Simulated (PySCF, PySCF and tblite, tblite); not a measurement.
# C₅H₃F₂N: conformers and averaged spectra, part 1 of 2

Which conformers does C₅H₃F₂N (`C#CCC(F)(F)C#N`) populate, and what do their averaged NMR parameters look like?

Programs: PySCF 2.14.0 with density-fitted response routines of our own, and tblite 0.8.0. All values are computed, except where a source is named. Atoms count from 0 throughout.

## (1) The molecule as given

11 atoms, charge 0, multiplicity 1; geometry from: MMFF94s geometry.

Bonds of the start (Å): C0–C1 1.20, C0–H8 1.06, C1–C2 1.47, C2–C3 1.54, C2–H10 1.09, C2–H9 1.10, C3–C6 1.47, C3–F4 1.35, C3–F5 1.38, C6–N7 1.16.

## (2) GFN2-xTB relaxation, conformer 1

Job settings and geometry (Å):

```
{"job": {"xc": "GFN2-xTB", "basis": "xTB", "kind": "relax"}, "charge": 0, "multiplicity": 1}
C      2.305300     0.794500    -0.237200
C      1.348900     0.146300     0.104700
C      0.207200    -0.665500     0.553700
C     -1.057700    -0.417400    -0.287200
F     -0.831100    -0.762600    -1.571700
F     -2.030900    -1.283300     0.156600
C     -1.563400     0.956000    -0.195600
N     -1.956100     2.047300    -0.098900
H      3.138300     1.378000    -0.546800
H     -0.015800    -0.464700     1.613100
H      0.460700    -1.725800     0.483300
```

The run is started by

```bash
$ OMP_NUM_THREADS=1 python ens_run.py task.json out
```

The driver reads the study from task.json and runs its stages one after another.

The log of the run:

```text
step      E/eV     max force
  0    -666.46322    2.914
  1    -666.24375   10.131
  2    -666.51310    0.647
  3    -666.51784    0.672
  4    -666.52341    0.770
  5    -666.52722    0.312
  6    -666.52948    0.133
  7    -666.53033    0.156
  8    -666.53088    0.092
  9    -666.53117    0.049
 10    -666.53146    0.071
 11    -666.53188    0.121
 12    -666.53257    0.153
 13    -666.53348    0.131
 14    -666.53440    0.078
 15    -666.53515    0.093
 16    -666.53581    0.075
 17    -666.53652    0.091
 18    -666.53723    0.077
 19    -666.53780    0.069
 20    -666.53828    0.073
 21    -666.53881    0.080
 22    -666.53930    0.056
 23    -666.53963    0.040
 24    -666.53981    0.039
 25    -666.53981    0.039
 26    -666.53990    0.041
 27    -666.54007    0.138
 28    -666.54025    0.034
 29    -666.54031    0.053
 30    -666.54049    0.098
 31    -666.54065    0.042
 32    -666.54079    0.029
 33    -666.54085    0.035
 34    -666.54098    0.031
 35    -666.54107    0.028
 36    -666.54115    0.021
 37    -666.54121    0.022
 38    -666.54126    0.022
 39    -666.54130    0.021
 40    -666.54136    0.023
 41    -666.54144    0.033
 42    -666.54154    0.035
 43    -666.54165    0.029
 44    -666.54175    0.032
 45    -666.54184    0.032
 46    -666.54197    0.043
 47    -666.54219    0.053
 48    -666.54249    0.055
 49    -666.54276    0.038
 50    -666.54293    0.033
 51    -666.54303    0.029
 52    -666.54313    0.033
 53    -666.54321    0.024
 54    -666.54327    0.022
 55    -666.54332    0.026
 56    -666.54339    0.028
 57    -666.54350    0.037
 58    -666.54362    0.033
 59    -666.54371    0.026
 60    -666.54376    0.023
 61    -666.54380    0.019
 62    -666.54386    0.022
 63    -666.54390    0.017
 64    -666.54392    0.011
 65    -666.54393    0.011
 66    -666.54395    0.010
 67    -666.54396    0.009
 68    -666.54397    0.007
 69    -666.54397    0.005
 70    -666.54398    0.005
 71    -666.54398    0.004
 72    -666.54398    0.004
```

Run time: 0.38 s. Hardware: 1 thread of Intel Xeon at 2.80GHz, shared host.

Relaxing gained 0.081 eV and moved the atoms by 0.15 Å on average (rms).

**GFN2-xTB relaxation, conformer 2**

Job settings and geometry (Å):

```
{"job": {"xc": "GFN2-xTB", "basis": "xTB", "kind": "relax"}, "charge": 0, "multiplicity": 1}
C      2.608000     0.222500     0.698000
C      1.481600    -0.157400     0.458100
C      0.131300    -0.649200     0.188000
C     -0.870900     0.499400    -0.040900
F     -0.919500     1.290700     1.074800
F     -0.474300     1.275900    -1.072300
C     -2.217800    -0.023300    -0.315700
N     -3.265700    -0.464500    -0.525800
H      3.591900     0.568800     0.905000
H     -0.211900    -1.273400     1.026900
H      0.152700    -1.286900    -0.707800
```

The log of the run:

```text
step      E/eV     max force
  0    -666.43637    2.013
  1    -666.30100    6.657
  2    -666.47449    0.497
  3    -666.47456    1.191
  4    -666.48295    0.251
  5    -666.48566    0.214
  6    -666.48752    0.185
  7    -666.48861    0.076
  8    -666.48921    0.056
  9    -666.48957    0.050
 10    -666.48995    0.074
 11    -666.49057    0.094
 12    -666.49152    0.107
 13    -666.49262    0.106
 14    -666.49338    0.060
 15    -666.49366    0.037
 16    -666.49366    0.037
 17    -666.49373    0.063
 18    -666.49391    0.030
 19    -666.49396    0.030
 20    -666.49396    0.119
 21    -666.49404    0.027
 22    -666.49406    0.017
 23    -666.49411    0.010
 24    -666.49414    0.013
 25    -666.49416    0.016
 26    -666.49418    0.021
 27    -666.49423    0.026
 28    -666.49430    0.028
 29    -666.49439    0.027
 30    -666.49448    0.024
 31    -666.49454    0.020
 32    -666.49458    0.021
 33    -666.49461    0.017
 34    -666.49463    0.014
 35    -666.49464    0.011
 36    -666.49465    0.008
 37    -666.49466    0.008
 38    -666.49466    0.005
 39    -666.49466    0.004
```

Run time: 0.19 s. Hardware: 1 thread of Intel Xeon at 2.80GHz, shared host.

The energy fell by 0.058 eV, and the atoms moved 0.05 Å (root mean square).

## (3) DFT optimisation, conformer 1: PBE0-D3(BJ)/def2-SVP

Job settings and geometry (Å):

```
{"job": {"kind": "geom", "xc": "PBE0", "basis": "def2-SVP", "d3": "d3bj", "grid": 1, "maxiter": 40}, "charge": 0, "multiplicity": 1}
C      2.164070     0.870546    -0.230467
C      1.295337     0.143102     0.151097
C      0.211548    -0.724125     0.568314
C     -1.045007    -0.453344    -0.269528
F     -0.859606    -0.849033    -1.557346
F     -2.084039    -1.204323     0.196859
C     -1.406100     0.968591    -0.228639
N     -1.669077     2.075905    -0.163395
H      2.941466     1.500052    -0.545177
H     -0.032891    -0.551256     1.620261
H      0.489722    -1.773444     0.432058
```

The log of the run:

```text
step   0  E = -445.85477113  max force = 0.037194
step   1  E = -445.85760425  max force = 0.003350
step   2  E = -445.85783147  max force = 0.001379
step   3  E = -445.85792255  max force = 0.000833
step   4  E = -445.85798639  max force = 0.001130
step   5  E = -445.85803034  max force = 0.000952
step   6  E = -445.85804569  max force = 0.000538
step   7  E = -445.85805145  max force = 0.000353
optimisation converged
```

Wall time 52 s (1 thread of Intel Xeon at 2.80GHz, shared host); peak memory 0.49 GiB.

Relaxing gained 0.089 eV and moved the atoms by 0.13 Å on average (rms).

## (4) DFT optimisation, conformer 2: PBE0-D3(BJ)/def2-SVP

Job settings and geometry (Å):

```
{"job": {"kind": "geom", "xc": "PBE0", "basis": "def2-SVP", "d3": "d3bj", "grid": 1, "maxiter": 40}, "charge": 0, "multiplicity": 1}
C      2.550649     0.251519     0.686047
C      1.467356    -0.201722     0.461717
C      0.128831    -0.685912     0.185283
C     -0.838549     0.490856    -0.026504
F     -0.871727     1.294673     1.070737
F     -0.425801     1.280461    -1.054681
C     -2.188945    -0.014108    -0.306023
N     -3.220471    -0.451593    -0.517942
H      3.512024     0.620197     0.885160
H     -0.236958    -1.283313     1.025481
H      0.129016    -1.298387    -0.721018
```

The log of the run:

```text
step   0  E = -445.85409830  max force = 0.034281
step   1  E = -445.85583619  max force = 0.007579
step   2  E = -445.85648665  max force = 0.004759
step   3  E = -445.85669280  max force = 0.002309
step   4  E = -445.85680837  max force = 0.002012
step   5  E = -445.85687139  max force = 0.002902
step   6  E = -445.85689889  max force = 0.001569
step   7  E = -445.85691092  max force = 0.000717
step   8  E = -445.85691627  max force = 0.001082
step   9  E = -445.85691797  max force = 0.001092
step  10  E = -445.85691679  max force = 0.000435
optimisation converged
```

Wall time 64 s (1 thread of Intel Xeon at 2.80GHz, shared host); peak memory 0.53 GiB.

Gain 0.077 eV; displacement 0.05 Å root mean square.

## (5) Shieldings, conformer 1: PBE0/pcSseg-1

Job settings and geometry (Å):

```
{"job": {"xc": "PBE0", "basis": "pcSseg-1", "kind": "nmr", "pop": true}, "charge": 0, "multiplicity": 1}
C      2.252254     0.840120    -0.346685
C      1.347456     0.154189     0.068176
C      0.248026    -0.657950     0.559794
C     -1.045824    -0.464602    -0.222734
F     -0.866746    -0.797135    -1.512274
F     -1.983113    -1.287882     0.289023
C     -1.561169     0.926091    -0.159966
N     -1.962367     2.006577    -0.092122
H      3.054924     1.452427    -0.715678
H      0.037311    -0.436911     1.618593
H      0.483926    -1.732618     0.486584
```

The log of the run:

```text
coarse grid: 10528 points
cycle   1  E = -445.9337682610  dE =  1.256e+00  |g| = 8.728e-01  |ddm| = 3.304e+00
cycle   2  E = -445.5637665259  dE =  3.700e-01  |g| = 1.645e+00  |ddm| = 1.712e+00
cycle   3  E = -446.0624844768  dE = -4.987e-01  |g| = 3.102e-01  |ddm| = 1.178e+00
cycle   4  E = -446.0816967547  dE = -1.921e-02  |g| = 8.490e-02  |ddm| = 2.318e-01
cycle   5  E = -446.0830608519  dE = -1.364e-03  |g| = 2.323e-02  |ddm| = 6.658e-02
cycle   6  E = -446.0831625762  dE = -1.017e-04  |g| = 7.326e-03  |ddm| = 2.299e-02
cycle   7  E = -446.0831734538  dE = -1.088e-05  |g| = 3.348e-03  |ddm| = 6.484e-03
cycle   8  E = -446.0831760011  dE = -2.547e-06  |g| = 3.906e-04  |ddm| = 2.460e-03
final grid: 106360 points
cycle   9  E = -446.1447422208  dE = -3.798e-05  |g| = 6.105e-03  |ddm| = 3.177e-02
cycle  10  E = -446.1447375252  dE =  4.696e-06  |g| = 8.369e-03  |ddm| = 1.183e-02
cycle  11  E = -446.1447496840  dE = -1.216e-05  |g| = 1.289e-03  |ddm| = 6.414e-03
cycle  12  E = -446.1447499923  dE = -3.082e-07  |g| = 5.803e-04  |ddm| = 1.191e-03
cycle  13  E = -446.1447500694  dE = -7.712e-08  |g| = 1.362e-04  |ddm| = 4.344e-04
cycle  14  E = -446.1447500731  dE = -3.694e-09  |g| = 2.302e-05  |ddm| = 1.006e-04
cycle  15  E = -446.1447500732  dE = -8.447e-11  |g| = 1.217e-05  |ddm| = 2.436e-05
converged SCF energy = -446.1447500732

GIAO shielding tensors (ppm)
atom      isotropic    diamagn.    paramagn.     s11        s22        s33       span
  0 C      102.264     258.109    -155.845     22.421     30.702    253.669    231.249
  1 C      109.118     264.769    -155.651     15.522     18.225    293.608    278.086
  2 C      152.297     246.592     -94.295    133.397    148.694    174.799     41.402
  3 C       73.248     239.600    -166.352     53.211     81.234     85.299     32.088
  4 F      284.920     471.963    -187.043    186.120    320.203    348.436    162.315
  5 F      279.360     469.157    -189.797    183.803    324.388    329.888    146.085
  6 C       66.752     262.365    -195.613    -47.544    -46.825    294.625    342.169
  7 N      -50.859     336.947    -387.806   -220.582   -210.624    278.630    499.212
  8 H       29.023      32.990      -3.967     23.912     24.098     39.059     15.147
  9 H       28.500      27.191       1.309     24.189     27.983     33.328      9.139
 10 H       28.371      26.652       1.719     23.837     28.050     33.225      9.388
```

It took 21 s on 1 thread of Intel Xeon at 2.80GHz, shared host; peak memory 0.74 GiB.

This run: HOMO -8.54 eV, LUMO -0.49 eV; dipole 3.04 D.

Orbitals, density, ELF and potential are computed afterwards from the orbital file.

Frontier orbitals at PBE0/pcSseg-1, with the share of their density that lies nearest to each atom:

| orbital | energy (eV) | lies on |
| --- | --- | --- |
| HOMO | -8.54 | C0, C1 about 43 % each |
| LUMO | -0.49 | N7 32 %; C6 29 %; C3 11 % |

ELF in a plane through or near 7 of the atoms.

Ten even steps from '0' (0.00) to '9' (1.00):
```
0000000000000000000000000000
0000000000000000000000000000
0000000000000001331000000000
0000000000000025776300000000
0000000000000046787410000000
0000000000000146776420000000
0000134212200057887420000000
0001899866640055326510000000
0003999936874028983000000000
0001899684866236561120000000
0000135668128687167874000000
0000013678658468472284000000
0000002455435883058861000000
0000000111008998014410000000
0000000000008998000000000000
0000000000003773000000000000
0000000000000000000000000000
0000000000000000000000000000
0000000000000000000000000000
0000000000000000000000000000
```
The map spans 11.9 Å across and 10.0 Å up, centred on the molecule. Atoms in the plane (x, y in Å): C0 (-2.4, 0.3), C1 (-1.3, -0.2), C3 (1.1, -0.1), F5 (2.3, -0.8), C6 (1.3, 1.3), H8 (-3.4, 0.8), H10 (0.0, -1.9).

On the surface of density 0.002 e/bohr³ the electrostatic potential runs, from the 1st to the 99th percentile, from -1.36 V near N7 to 1.73 V near H8.

## (6) Shieldings, conformer 2: PBE0/pcSseg-1

Job settings and geometry (Å):

```
{"job": {"xc": "PBE0", "basis": "pcSseg-1", "kind": "nmr", "pop": false}, "charge": 0, "multiplicity": 1}
C      2.607394     0.211453     0.671712
C      1.498719    -0.162631     0.368967
C      0.168748    -0.622679     0.005329
C     -0.876565     0.481500     0.122781
F     -0.913612     0.959989     1.378989
F     -0.576108     1.502088    -0.699014
C     -2.230937    -0.020121    -0.225474
N     -3.271827    -0.442064    -0.493773
H      3.592317     0.547332     0.940141
H     -0.144807    -1.457677     0.652426
H      0.153924    -0.991061    -1.033283
```

The log of the run:

```text
coarse grid: 10528 points
cycle   1  E = -445.9320592767  dE =  1.261e+00  |g| = 8.783e-01  |ddm| = 3.425e+00
cycle   2  E = -445.5632562695  dE =  3.688e-01  |g| = 1.650e+00  |ddm| = 1.704e+00
cycle   3  E = -446.0640416045  dE = -5.008e-01  |g| = 2.982e-01  |ddm| = 1.189e+00
cycle   4  E = -446.0815923618  dE = -1.755e-02  |g| = 8.843e-02  |ddm| = 2.294e-01
cycle   5  E = -446.0830945317  dE = -1.502e-03  |g| = 2.145e-02  |ddm| = 7.124e-02
cycle   6  E = -446.0831825522  dE = -8.802e-05  |g| = 4.584e-03  |ddm| = 2.026e-02
cycle   7  E = -446.0831852922  dE = -2.740e-06  |g| = 3.220e-03  |ddm| = 4.847e-03
cycle   8  E = -446.0831877202  dE = -2.428e-06  |g| = 4.122e-04  |ddm| = 2.301e-03
final grid: 106360 points
cycle   9  E = -446.1434704877  dE = -3.366e-05  |g| = 5.828e-03  |ddm| = 3.879e-02
cycle  10  E = -446.1434657860  dE =  4.702e-06  |g| = 7.944e-03  |ddm| = 1.033e-02
cycle  11  E = -446.1434775018  dE = -1.172e-05  |g| = 1.672e-03  |ddm| = 5.456e-03
cycle  12  E = -446.1434781003  dE = -5.985e-07  |g| = 5.466e-04  |ddm| = 1.420e-03
cycle  13  E = -446.1434781659  dE = -6.560e-08  |g| = 1.259e-04  |ddm| = 4.146e-04
cycle  14  E = -446.1434781687  dE = -2.812e-09  |g| = 2.321e-05  |ddm| = 9.234e-05
cycle  15  E = -446.1434781688  dE = -1.146e-10  |g| = 4.937e-06  |ddm| = 2.454e-05
converged SCF energy = -446.1434781688

GIAO shielding tensors (ppm)
atom      isotropic    diamagn.    paramagn.     s11        s22        s33       span
  0 C      102.200     258.003    -155.803     21.120     31.175    254.305    233.184
  1 C      109.965     256.918    -146.953     16.513     19.392    293.989    277.476
  2 C      152.431     250.823     -98.392    138.323    143.357    175.613     37.290
  3 C       74.631     236.883    -162.252     51.047     82.224     90.622     39.575
  4 F      286.871     471.466    -184.595    182.732    321.603    356.279    173.547
  5 F      287.288     472.342    -185.054    182.454    321.954    357.456    175.002
  6 C       65.787     261.060    -195.273    -50.119    -48.685    296.165    346.284
  7 N      -49.678     336.694    -386.372   -215.286   -209.604    275.857    491.143
  8 H       29.076      32.490      -3.414     23.949     24.092     39.188     15.239
  9 H       28.370      27.110       1.260     23.805     28.268     33.037      9.231
 10 H       28.378      27.590       0.787     23.858     28.225     33.049      9.191
```

Run time: 14 s. Hardware: 1 thread of Intel Xeon at 2.80GHz, shared host; peak memory 0.75 GiB.

In short: HOMO -8.51 eV, LUMO -0.52 eV; dipole 2.95 D.

## (7) Couplings, conformer 1: B3LYP/pcJ-1+6-31G*

Job settings and geometry (Å):

```
{"job": {"xc": "B3LYP", "basis": {"default": "6-31G*", "H": "pcJ-1", "F": "pcJ-1"}, "nuclei": ["H", "F", "P", "Si", "B"], "kind": "j"}, "charge": 0, "multiplicity": 1}
C      2.252254     0.840120    -0.346685
C      1.347456     0.154189     0.068176
C      0.248026    -0.657950     0.559794
C     -1.045824    -0.464602    -0.222734
F     -0.866746    -0.797135    -1.512274
F     -1.983113    -1.287882     0.289023
C     -1.561169     0.926091    -0.159966
N     -1.962367     2.006577    -0.092122
H      3.054924     1.452427    -0.715678
H      0.037311    -0.436911     1.618593
H      0.483926    -1.732618     0.486584
```

The log of the run:

```text
coarse grid: 10528 points
cycle   1  E = -446.5299969320  dE =  1.234e+00  |g| = 9.176e-01  |ddm| = 3.706e+00
cycle   2  E = -446.0500095560  dE =  4.800e-01  |g| = 1.816e+00  |ddm| = 2.095e+00
cycle   3  E = -446.6640881579  dE = -6.141e-01  |g| = 3.634e-01  |ddm| = 1.536e+00
cycle   4  E = -446.6917730670  dE = -2.768e-02  |g| = 9.715e-02  |ddm| = 3.184e-01
cycle   5  E = -446.6935540837  dE = -1.781e-03  |g| = 3.030e-02  |ddm| = 8.825e-02
cycle   6  E = -446.6937263290  dE = -1.722e-04  |g| = 1.212e-02  |ddm| = 3.035e-02
cycle   7  E = -446.6937612734  dE = -3.494e-05  |g| = 3.486e-03  |ddm| = 1.125e-02
cycle   8  E = -446.6937639779  dE = -2.704e-06  |g| = 5.820e-04  |ddm| = 3.074e-03
final grid: 106360 points
cycle   9  E = -446.6679664718  dE = -8.890e-05  |g| = 6.550e-03  |ddm| = 2.290e-02
cycle  10  E = -446.6679573302  dE =  9.142e-06  |g| = 1.005e-02  |ddm| = 1.151e-02
cycle  11  E = -446.6679730694  dE = -1.574e-05  |g| = 1.939e-03  |ddm| = 7.479e-03
cycle  12  E = -446.6679738340  dE = -7.645e-07  |g| = 7.627e-04  |ddm| = 1.953e-03
cycle  13  E = -446.6679739594  dE = -1.255e-07  |g| = 1.783e-04  |ddm| = 6.167e-04
cycle  14  E = -446.6679739649  dE = -5.465e-09  |g| = 9.174e-05  |ddm| = 1.777e-04
cycle  15  E = -446.6679739668  dE = -1.926e-09  |g| = 1.675e-05  |ddm| = 7.752e-05
cycle  16  E = -446.6679739669  dE = -6.241e-11  |g| = 3.521e-06  |ddm| = 1.606e-05
converged SCF energy = -446.6679739669

Indirect spin-spin couplings (Hz)
  i      j    bonds     total        FC       PSO       DSO        SD
  4 F    5 F    2    260.531    36.704   135.445    -0.494    88.876
  4 F    8 H    5     -0.215    -0.124     0.470    -0.602     0.040
  4 F    9 H    3     29.921    32.078     0.046    -2.051    -0.153
  4 F   10 H    3      9.935     9.662     0.581     0.119    -0.427
  5 F    8 H    5     -0.178     0.310     0.524    -1.087     0.076
  5 F    9 H    3      1.650     0.851     1.077     0.181    -0.459
  5 F   10 H    3      7.662     8.213    -0.231     0.287    -0.607
  8 H    9 H    4     -4.824    -4.305     0.914    -1.434         -
  8 H   10 H    4     -4.792    -4.266     0.911    -1.437         -
  9 H   10 H    2    -19.671   -19.483     1.500    -1.688         -
```

Wall time 19 s (1 thread of Intel Xeon at 2.80GHz, shared host); peak memory 0.8 GiB.

Key values: HOMO -7.91 eV, LUMO -0.47 eV; dipole 2.97 D.

## (8) Couplings, conformer 2: B3LYP/pcJ-1+6-31G*

Job settings and geometry (Å):

```
{"job": {"xc": "B3LYP", "basis": {"default": "6-31G*", "H": "pcJ-1", "F": "pcJ-1"}, "nuclei": ["H", "F", "P", "Si", "B"], "kind": "j"}, "charge": 0, "multiplicity": 1}
C      2.607394     0.211453     0.671712
C      1.498719    -0.162631     0.368967
C      0.168748    -0.622679     0.005329
C     -0.876565     0.481500     0.122781
F     -0.913612     0.959989     1.378989
F     -0.576108     1.502088    -0.699014
C     -2.230937    -0.020121    -0.225474
N     -3.271827    -0.442064    -0.493773
H      3.592317     0.547332     0.940141
H     -0.144807    -1.457677     0.652426
H      0.153924    -0.991061    -1.033283
```

The log of the run:

```text
coarse grid: 10528 points
cycle   1  E = -446.5284005931  dE =  1.238e+00  |g| = 9.233e-01  |ddm| = 3.812e+00
cycle   2  E = -446.0502609439  dE =  4.781e-01  |g| = 1.823e+00  |ddm| = 2.078e+00
cycle   3  E = -446.6666947234  dE = -6.164e-01  |g| = 3.482e-01  |ddm| = 1.561e+00
cycle   4  E = -446.6918490690  dE = -2.515e-02  |g| = 1.019e-01  |ddm| = 3.162e-01
cycle   5  E = -446.6938628949  dE = -2.014e-03  |g| = 2.743e-02  |ddm| = 9.501e-02
cycle   6  E = -446.6940065134  dE = -1.436e-04  |g| = 8.671e-03  |ddm| = 2.606e-02
cycle   7  E = -446.6940222333  dE = -1.572e-05  |g| = 3.970e-03  |ddm| = 9.370e-03
cycle   8  E = -446.6940258966  dE = -3.663e-06  |g| = 5.466e-04  |ddm| = 3.554e-03
final grid: 106360 points
cycle   9  E = -446.6668699436  dE = -8.696e-05  |g| = 5.965e-03  |ddm| = 2.275e-02
cycle  10  E = -446.6668618158  dE =  8.128e-06  |g| = 9.087e-03  |ddm| = 9.774e-03
cycle  11  E = -446.6668756586  dE = -1.384e-05  |g| = 2.107e-03  |ddm| = 6.520e-03
cycle  12  E = -446.6668766212  dE = -9.626e-07  |g| = 6.873e-04  |ddm| = 2.077e-03
cycle  13  E = -446.6668767177  dE = -9.656e-08  |g| = 1.840e-04  |ddm| = 5.817e-04
cycle  14  E = -446.6668767230  dE = -5.246e-09  |g| = 1.036e-04  |ddm| = 1.954e-04
cycle  15  E = -446.6668767254  dE = -2.458e-09  |g| = 1.529e-05  |ddm| = 8.955e-05
cycle  16  E = -446.6668767255  dE = -5.332e-11  |g| = 3.271e-06  |ddm| = 1.651e-05
converged SCF energy = -446.6668767255

Indirect spin-spin couplings (Hz)
  i      j    bonds     total        FC       PSO       DSO        SD
  4 F    5 F    2    258.791    39.466   131.313    -0.449    88.460
  4 F    8 H    5     -0.549    -0.253     0.276    -0.618     0.046
  4 F    9 H    3      3.037     1.537     1.741     0.026    -0.266
  4 F   10 H    3     29.037    31.238    -0.020    -2.043    -0.139
  5 F    8 H    5     -0.485    -0.205     0.307    -0.629     0.042
  5 F    9 H    3     29.843    32.043    -0.025    -2.039    -0.137
  5 F   10 H    3      3.873     2.382     1.706     0.084    -0.300
  8 H    9 H    4     -4.731    -4.211     0.921    -1.441         -
  8 H   10 H    4     -4.711    -4.191     0.921    -1.441         -
  9 H   10 H    2    -20.094   -19.930     1.559    -1.722         -
```

Wall time 19 s (1 thread of Intel Xeon at 2.80GHz, shared host); peak memory 0.76 GiB.

Key values: HOMO -7.87 eV, LUMO -0.47 eV; dipole 2.92 D.

(Continued in part 2 of 2.)
